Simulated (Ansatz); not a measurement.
# C₂H₄ClFGeSi: vertical ionisation energy

An exercise on one series of results from a longer session: the logs are not shown, and one member is left open.

The runs use Ansatz 0.2.0, Gaussian basis; unrestricted cation, the program's frozen cores in correlated methods.

The runs, in order: UKS PBE-D4/def2-TZVPP; UKS r2SCAN-D4/def2-TZVPP; UKS PBE0-D4/def2-TZVPP; UKS B3LYP-D4/def2-TZVPP; UKS wB97X-V/def2-TZVPP; UKS wB97M-V/def2-TZVPP; UKS B2PLYP/def2-TZVPP; UHF-CCSD(T)/def2-TZVPP; UHF-MP2/def2-QZVPP; extrapolation to the limit; then −ε(HOMO) from the neutral's earlier runs with LDA (SPW92), PBE-D4, revPBE-D4, BLYP-D4, r2SCAN-D4, B97M-V, PBE0-D4, B3LYP-D4, r2SCANh-D4, r2SCAN0-D4, HSE06-D4, BHLYP-D4, CAM-B3LYP-D4, LC-ωPBE, ωB97X-V, ωB97M-V.

**Structure used throughout**

The geometry comes from an earlier relaxation with PBE0-D4 in a triple-zeta def2 set; it is a stationary point, not always the lowest conformer.

10 atoms, charge 0, spin multiplicity 1.

Atoms are counted from 1 here; the program's logs count them from 0.

Bond lengths: F1–Si2 1.586 Å, Si2–Cl3 2.033 Å, Si2–C4 1.806 Å, Si2–H7 1.471 Å, C4–C5 1.213 Å, C5–Ge6 1.908 Å, Ge6–H8 1.531 Å, Ge6–H9 1.532 Å, Ge6–H10 1.531 Å. Angles: F1–Si2–Cl3 108.2°, F1–Si2–C4 109.1°, F1–Si2–H7 108.4°, Cl3–Si2–C4 109.6°, Cl3–Si2–H7 109.2°, C4–Si2–H7 112.2°, Si2–C4–C5 178.3°, C4–C5–Ge6 179.5°, C5–Ge6–H8 108.0°, C5–Ge6–H9 108.1°, C5–Ge6–H10 108.0°, H8–Ge6–H9 110.8°, H8–Ge6–H10 110.9°, H9–Ge6–H10 110.9°.

The first run:

Contents of in.yaml:

```yaml
crystal:
  periodic: [false, false, false]
  atoms:
    - {symbol: F, position_ang: [-2.289080, -0.204403, 2.385579]}
    - {symbol: Si, position_ang: [-1.133715, 0.802185, 1.974757]}
    - {symbol: Cl, position_ang: [-1.981409, 2.598689, 1.541654]}
    - {symbol: C, position_ang: [-0.285624, 0.164180, 0.513374]}
    - {symbol: C, position_ang: [0.315643, -0.251713, -0.454555]}
    - {symbol: Ge, position_ang: [1.246893, -0.907737, -1.984722]}
    - {symbol: H, position_ang: [-0.225255, 0.960055, 3.121223]}
    - {symbol: H, position_ang: [1.372131, 0.239418, -2.991317]}
    - {symbol: H, position_ang: [2.628722, -1.386964, -1.530253]}
    - {symbol: H, position_ang: [0.434793, -2.065009, -2.572741]}
basis:
  gaussian: {orbitals: def2-TZVPP}
total_charge: 1
magnetization: {spin_polarized: true, initial_magnetization: 1}
hamiltonian: {xc: pbe, dispersion: d4}
```

Run with:

```
$ ansatz run in.yaml --threads 2 --pin off --events-out ev --progress --plain --max-ram 32768MiB --backend cpu
```

Among the steps run: Cation, UKS PBE-D4/def2-TZVPP; Cation, UKS r2SCAN-D4/def2-TZVPP; Cation, UKS PBE0-D4/def2-TZVPP; Cation, UKS B3LYP-D4/def2-TZVPP; Cation, UKS wB97X-V/def2-TZVPP; Cation, UKS wB97M-V/def2-TZVPP; Cation, UKS B2PLYP (frozen core)/def2-TZVPP; Cation, UHF-CCSD(T)/def2-TZVPP; Cation, UHF-MP2/def2-QZVPP.

One table of the session follows, with a row left open; its other results are not shown here.

It belongs to the step «Ionisation energies side by side». Orbital estimates, from the neutral's runs:

```
  functional  −ε(HOMO) (eV)
 LDA (SPW92)           7.51
      PBE-D4           7.35
   revPBE-D4           7.28
     BLYP-D4           7.16
   r2SCAN-D4           7.62
      B97M-V           7.65
     PBE0-D4           8.56
    B3LYP-D4           8.30
  r2SCANh-D4           8.07
  r2SCAN0-D4           8.74
    HSE06-D4           8.16
    BHLYP-D4              ?
CAM-B3LYP-D4           9.87
     LC-ωPBE          11.31
     ωB97X-V          10.90
     ωB97M-V          10.76
```

Estimate the missing values for BHLYP-D4.

Worked estimate for «−ε(HOMO) (eV)». Against the share of exact exchange, BLYP-D4 (0, 7.16), B3LYP-D4 (0.2, 8.30) give a slope of 5.70 per unit share; at 0.5 the line stands at 10.01.

**Answer.** −ε(HOMO) (eV): 9.60. In «−ε(HOMO) (eV)» the line misses by +0.41.
